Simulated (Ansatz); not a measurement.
# ReBi (CsCl type): how the settings move a single-point run

Aim: see which settings change the result for ReBi (CsCl type), by how much, and at what cost.

Program: Ansatz 0.2.0. Level of theory: reference: DFT, PBE, PAW with other files of Ansatz's library (core large), scalar-relativistic. These are calculated values, not measurements.

1 further run of the same task is left out (it didn't finish). Runs told in other sessions of the task aren't counted.

## Step 1: The starting structure

It takes space group Pm-3m (No. 221, cubic). The conventional cell has a = 2.864 Å, b = 2.864 Å, c = 2.864 Å, α = 90.00°, β = 90.00°, γ = 90.00°. Re (site symmetry m-3m) has 8 Bi at 2.48 Å in its first shell of neighbours. Bi (site symmetry m-3m) is surrounded by 8 Re at 2.48 Å.

As a file:

```
Re Bi
1.0
     2.86408    0.00000    0.00000
     0.00000    2.86408    0.00000
     0.00000    0.00000    2.86408
Re Bi
1 1
Direct
  0.00000 0.00000 0.00000
  0.50000 0.50000 0.50000
```

## Step 2: Baseline

File input.yaml:

```yaml
crystal:
  lattice:
    - [2.8640849576, 0.0, 0.0]
    - [0.0, 2.8640849576, 0.0]
    - [0.0, 0.0, 2.8640849576]
  atoms:
    - { symbol: Re, position: [0.0, 0.0, 0.0] }
    - { symbol: Bi, position: [0.5, 0.5, 0.5] }
kpoints:
  mp_grid: { grid: [11, 11, 11] }
scf:
  occupations: { method: fermi_dirac, width: 0.05 }
hamiltonian:
  xc: pbe
  pseudopotentials: { kind: paw, core: large }
output:
  forces: true
  stress: true
  eigenvalues: true
```

Started as:

```
$ ansatz run input.yaml --threads 1 --pin off --max-ram 2048MiB --backend cpu --events-out ev --progress --plain --runs-dir out
```

## Step 3: Changing settings: hubbard.sites [{species: Re, l: d, u_eff: 1.0}], hubbard.double_counting fll

Edit input.yaml of step 2 so:

```diff
@@ -15,2 +15,3 @@
   pseudopotentials: { kind: paw, core: large }
+  hubbard: { sites: [{ species: Re, l: d, u_eff: 1.0 }], double_counting: fll }
 output:
@@ -19 +20,5 @@
   eigenvalues: true
+  write_density: true
+  write_potential: true
+  elf: true
+  volumetric_format: npy
```

**Question.** What will these runs give? Wanted: for each run, ending; energy change; pressure; gap; force.

As calculated:

| run | ending | energy change | pressure (GPa) | gap (eV) | force (eV/Å) | cycles | time |
| --- | --- | --- | --- | --- | --- | --- | --- |
| reference | converged | 0 | 275.7 | 0.00 | 0.00 | 6 | 1.9 s |
| 1: hubbard.sites [{species: Re, l: d, u_eff: 1.0}], hubbard.double_counting fll | converged | +518.2 meV/atom (Hubbard term changed: no physical gain or loss) | 273.6 | 0.00 | 0.00 | 7 | 5.2 s |

Times don't compare one to one where runs were asked for different outputs or read a saved state (see the inputs); cycles may leave out searches for a lower state.

Residual by cycle in the longest SCF loop of each run; runs are numbered as in the table. The quantity is the density residual dr2, in eV.

```
cycle  reference    run 1
    1     0.0894     2.61
    2      0.019    0.763
    3     5.4e-5  0.00175
    4     7.3e-6   9.4e-4
    5     7.5e-8   5.8e-6
    6     7.2e-9   1.1e-6
    7          -   1.3e-8
```

Changing the Hubbard U and double counting of the Hubbard term moves the energy by +518.2 meV/atom, and the pressure goes from 275.7 to 273.6 GPa. The U term adds an energy of its own, so the shift says nothing about which run is better. A changed U is a change of model: its shifts are not errors of convergence. The structure is not at rest: the sound run finds 276 GPa, so these are no properties of the relaxed crystal. 
